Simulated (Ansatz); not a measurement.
# EuNi3 (AuCu3 type): response to moved atoms and strain

Aim: move atoms of EuNi3 (AuCu3 type) or strain its cell, and read the forces, the stress and the rise in energy. The start comes from a prototype table, not from a measured structure.

Computed with Ansatz 0.2.0 (DFT PBEsol, scalar-relativistic, plane waves, PAW, unless a step's input says otherwise).

### Step 1. The starting structure

Symmetry: Pm-3m, No. 221, cubic system. Conventional cell: a = 3.820 Å, b = 3.820 Å, c = 3.820 Å, α = 90.00°, β = 90.00°, γ = 90.00°. Around Eu (site symmetry m-3m) lie 12 Ni at 2.70 Å. Ni (site symmetry 4/mmm) is surrounded by 4 Eu at 2.70 Å and 8 Ni at 2.70 Å.

As a file:

```cif
data_structure
_symmetry_space_group_name_H-M 'Pm-3m'
_symmetry_Int_Tables_number 221
_cell_length_a 3.8196
_cell_length_b 3.8196
_cell_length_c 3.8196
_cell_angle_alpha 90.000
_cell_angle_beta 90.000
_cell_angle_gamma 90.000
_cell_volume 55.73
loop_
_atom_site_label
_atom_site_type_symbol
_atom_site_symmetry_multiplicity
_atom_site_Wyckoff_symbol
_atom_site_fract_x
_atom_site_fract_y
_atom_site_fract_z
_atom_site_occupancy
Eu1 Eu 1 a 0.00000 0.00000 0.00000 1
Ni1 Ni 3 c 0.00000 0.50000 0.50000 1
```

This cell comes from an earlier session at PBEsol: 13.931 Å³/atom at 0.04 GPa, on a 8×8×8 mesh.

The changes: atom 4 (Ni) moved 0.12 Å along z; strain e3 = -0.01, atoms carried along.

### Step 2. Atom 4 (Ni) moved 0.12 Å along z

Input file input.yaml:

```yaml
crystal:
  lattice:
    - [3.8196107562, 0.0, 0.0]
    - [0.0, 3.8196107562, 0.0]
    - [0.0, 0.0, 3.8196107562]
  atoms:
    - { symbol: Eu, position: [0.0, 0.0, 0.0], spin: 6.91 }
    - { symbol: Ni, position: [0.0, 0.5, 0.5], spin: -0.26 }
    - { symbol: Ni, position: [0.5, 0.5, 0.0], spin: -0.26 }
    - { symbol: Ni, position: [0.5, 0.0, 0.5314168138], spin: -0.26 }
basis:
  ecutwfc: 420
  ecutrho_ratio: 4
kpoints:
  mp_grid: { grid: [8, 8, 8] }
hamiltonian:
  xc: pbesol
scf:
  occupations: { method: gaussian, width: 0.05 }
  lower_state_search: "off"
output:
  forces: true
  stress: true
  eigenvalues: true
  populations: true
magnetization:
  spin_polarized: true
checkpoint:
  read: start.run
  write: ck
  compress: false
  write_wavefunctions: false
  write_every: 100000
```

start.run holds the converged state of the cell before the atoms were moved.

Further steps of the session: Strain e3 = -0.01, atoms carried along.

Before running it: what results should come out? Wanted: for each run, change; change of free energy; largest force; largest change of stress.

The runs gave:

| change | change of free energy (meV/atom) | largest force (eV/Å) | largest change of stress (GPa) |
| --- | --- | --- | --- |
| atom 4 (Ni) moved 0.12 Å along z | 10.95 | 0.732 | 0.49 |
| strain e3 = -0.01, atoms carried along | 0.76 | 0.000 | 1.69 |

Moving atom 4 by 0.12 Å meets a restoring force of 0.732 eV/Å along the move, a force constant of about 6.1 eV/Å². The strain e3 = -0.01 changes that stress component by +1.69 GPa (compression positive), a ratio of 169 GPa; that is a secant over a finite strain with the atoms carried along, not the elastic constant. No change lowers the energy by more than 0.5 meV/atom; other distortions weren't tried. No U acts on the 4f shell, so its levels can lie too near the Fermi level. Spin–orbit coupling is left out, though the cell holds Eu; it splits the 4f levels.
